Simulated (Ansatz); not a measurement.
Runs of Ansatz 0.2.0 on Ge2Sb2Te5. Symmetry: Cm, No. 8, monoclinic system. Conventional cell: a = 13.678 Å, b = 6.132 Å, c = 9.672 Å, α = 90.00°, β = 134.93°, γ = 90.00°. Around Te (site symmetry m) lie 2 Ge at 2.85 to 3.19 Å and 3 Sb at 3.07 to 3.14 Å. Te (site symmetry m) is surrounded by 2 Sb at 2.95 to 3.20 Å and 3 Ge at 3.07 to 3.08 Å. Te (site symmetry m) is surrounded by 3 Ge at 2.82 to 3.07 Å and 2 Sb at 3.14 to 3.19 Å. Te (site symmetry m) has 2 Ge at 2.95 to 3.00 Å and 2 Sb at 3.02 to 3.06 Å as nearest neighbours. Te (site symmetry m) has 3 Sb at 2.98 to 3.07 Å and 2 Ge at 3.05 to 3.20 Å as nearest neighbours. Sb (site symmetry m) has 6 Te at 2.95 to 3.19 Å as nearest neighbours. Sb (site symmetry m) is surrounded by 6 Te at 2.98 to 3.20 Å. Ge (site symmetry m) has 6 Te at 2.82 to 3.19 Å as nearest neighbours. The cell comes from a database or a generator and needn't be the stable form of this composition.

| level | k mesh | cutoff (eV) | gap on the mesh (eV) | pressure (GPa) | largest force (eV/Å) |
| --- | --- | --- | --- | --- | --- |
| PBE | 4 × 4 × 3 | 420 | 0.06 | -0.1 | 0.16 |
| LDA | 4 × 4 × 3 | 420 | (c) | -3.5 | 0.20 |
| PBEsol | 5 × 5 × 4 | 420 | 0.25 | -2.4 | (a) |
| r2SCAN | 5 × 5 × 4 | 500 | 0.26 | (b) | 0.30 |

Alike in all rows: task band structure; potentials or basis Ansatz PAW; no spin polarisation; cell as given; smearing fermi-dirac 0.05 eV.

Q: Fill in the values left out.

A: (a) 0.22; (b) -1.0; (c) 0.07.

Caveats: spin-orbit coupling is left out, which moves the levels of the heavy elements; the PAW data sets come from PBE, with cores solved anew for the run's functional, which leaves a small shift of forces and pressure (some runs); the k mesh misses the band edges, so the gap on the mesh is wider than the one along the path (some runs).

A k mesh can miss the band edges, and the runs leave out spin-orbit coupling on Ge, Sb, Te.

Not every run made on this cell is shown here.
